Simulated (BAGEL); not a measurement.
# HF/6-31G(d) (DCG, density fitting with svp-jkfit, spherical functions) run of AlCl2F (SMILES [F][Al]([Cl])[Cl])

What is the energy difference between two shapes of AlCl2F at HF/6-31G* (DCG, density fitting with svp-jkfit, spherical functions)? 

Program for the calculation: BAGEL 1.2.2.

5 further runs of the same task are left out: 5 set aside as unsound or not needed.

## (1) The molecule

AlCl2F has 4 atoms, charge 0, and is taken as a singlet. As SMILES, `[F][Al]([Cl])[Cl]`. Geometry: a GFN2-xTB relaxation, a rough one for these elements and not checked as a minimum.

Bond lengths: Al1–Cl2 2.019 Å, Al1–Cl3 2.019 Å, Al1–F4 1.655 Å. Angles: Cl2–Al1–Cl3 127.3°, Cl2–Al1–F4 116.4°, Cl3–Al1–F4 116.4°.

## (2) The energy at HF/6-31G(d) (DCG, density fitting with svp-jkfit, spherical functions)

input.json reads:

```json
{ "bagel" : [

{
  "title" : "molecule",
  "basis" : "6-31gs.json",
  "df_basis" : "svp-jkfit",
  "geometry" : [
    { "atom" : "Al", "xyz" : [    -0.03341036,    -0.05576582,    -0.00005669 ] },
    { "atom" : "Cl", "xyz" : [     3.76987134,    -0.35247172,     0.02690970 ] },
    { "atom" : "Cl", "xyz" : [    -2.10071405,     3.14987109,    -0.03068915 ] },
    { "atom" : "F", "xyz" : [    -1.63574693,    -2.74163356,     0.00383614 ] }
  ]
},

{
  "title" : "hf"
},

{
  "title" : "dhf",
  "gaunt" : "true",
  "breit" : "false"
}

]}
```

The basis set 6-31G* is read from a file made from the Basis Set Exchange's data (not shown).

Command:

```sh
$ BAGEL_NUM_THREADS=1 BAGEL input.json > input.out
```

The log of the run:

```text
* using 1 threads per process

  ===============================================================
  ===============================================================

  *** Geometry ***

  { "atom" : "Al", "xyz" : [     -0.033410,     -0.055766,     -0.000057 ] },
  { "atom" : "Cl", "xyz" : [      3.769871,     -0.352472,      0.026910 ] },
  { "atom" : "Cl", "xyz" : [     -2.100714,      3.149871,     -0.030689 ] },
  { "atom" : "F", "xyz" : [     -1.635747,     -2.741634,      0.003836 ] },

  Number of auxiliary basis functions:      461

  Since a DF basis is specified, we compute 2- and 3-index integrals:
    o Being stored without compression. Storage requirement is 0.017 GB

  Number of basis functions:       68
  Number of electrons      :       56

    * METHOD: MOLECULE                             0.20

  *** RHF ***

  === Nuclear Repulsion ===
   247.3276661269

[... 8 lines left out ...]
    * SCF iteration converged.
[... 16 lines left out ...]
imaginary part of energy is nonzero!! Perhaps Fock is not Hermite for some reasons -3.205628698e-12
[... 3 lines left out ...]
imaginary part of energy is nonzero!! Perhaps Fock is not Hermite for some reasons -3.710403831e-12
[... 4 lines left out ...]
imaginary part of energy is nonzero!! Perhaps Fock is not Hermite for some reasons -2.378337965e-12
[... 3 lines left out ...]
imaginary part of energy is nonzero!! Perhaps Fock is not Hermite for some reasons 1.403268493e-12
[... 3 lines left out ...]
    * SCF iteration converged.
[... 1 line left out ...]
    * Permanent dipole moment: Dirac Hartree-Fock
           (   -0.155371,    -0.261281,     0.000604) a.u.

    * METHOD: DHF                                108.44

  ===============================================================
```

Wall time 1.8 min (1 thread of Arm Neoverse V1, shared host); peak memory 1.5 GiB.

## (3) The distorted shape at the same level

job.json reads:

```json
{ "bagel": [

{
  "title": "molecule",
  "basis": "6-31gs.json",
  "df_basis": "svp-jkfit",
  "geometry": [
    { "atom": "Al", "xyz": [    -0.00515328,    -0.18806176,     0.08640773 ] },
    { "atom": "Cl", "xyz": [     3.80690241,    -0.40569207,     0.05571480 ] },
    { "atom": "Cl", "xyz": [    -2.01986967,     3.19182490,     0.09168951 ] },
    { "atom": "F", "xyz": [    -1.55747259,    -2.75814032,     0.06275591 ] }
  ]
},

{
  "title": "hf"
},

{
  "title": "dhf",
  "gaunt": true,
  "breit": false
}

]}
```

The basis set 6-31G* is read from a file made from the Basis Set Exchange's data (not shown).

Command:

```sh
$ BAGEL_NUM_THREADS=1 BAGEL job.json > job.out
```

The log of the run:

```text
* using 1 threads per process

  ===============================================================
  ===============================================================

  *** Geometry ***

  { "atom" : "Al", "xyz" : [     -0.005153,     -0.188062,      0.086408 ] },
  { "atom" : "Cl", "xyz" : [      3.806902,     -0.405692,      0.055715 ] },
  { "atom" : "Cl", "xyz" : [     -2.019870,      3.191825,      0.091690 ] },
  { "atom" : "F", "xyz" : [     -1.557473,     -2.758140,      0.062756 ] },

  Number of auxiliary basis functions:      461

  Since a DF basis is specified, we compute 2- and 3-index integrals:
    o Being stored without compression. Storage requirement is 0.017 GB

  Number of basis functions:       68
  Number of electrons      :       56

    * METHOD: MOLECULE                             0.20

  *** RHF ***

  === Nuclear Repulsion ===
   246.9688902164

[... 10 lines left out ...]
    * Permanent dipole moment:
[... 17 lines left out ...]
imaginary part of energy is nonzero!! Perhaps Fock is not Hermite for some reasons -1.589132423e-12
[... 3 lines left out ...]
imaginary part of energy is nonzero!! Perhaps Fock is not Hermite for some reasons -3.932383947e-12
[... 3 lines left out ...]
imaginary part of energy is nonzero!! Perhaps Fock is not Hermite for some reasons 5.563550169e-12
[... 4 lines left out ...]
    * SCF iteration converged.
[... 1 line left out ...]
    * Permanent dipole moment: Dirac Hartree-Fock
           (   -0.123193,    -0.003168,    -0.022736) a.u.

    * METHOD: DHF                                109.79

  ===============================================================
```

It took 1.9 min on 1 thread of Arm Neoverse V1, shared host; peak memory 1.5 GiB.

## (4) Results

At HF/6-31G* (DCG, density fitting with svp-jkfit, spherical functions):

```
                              quantity           value
             first shape: total energy  -1263.63970 Eh
            first shape: dipole moment          0.77 D
         distorted shape: total energy  -1263.64100 Eh
        distorted shape: dipole moment          0.32 D
energy change with the atoms displaced       -0.035 eV
```

In words: With the atoms displaced the energy falls by 0.04 eV (3.4 kJ/mol). The first shape isn't relaxed at this level, so the change isn't measured from a minimum.
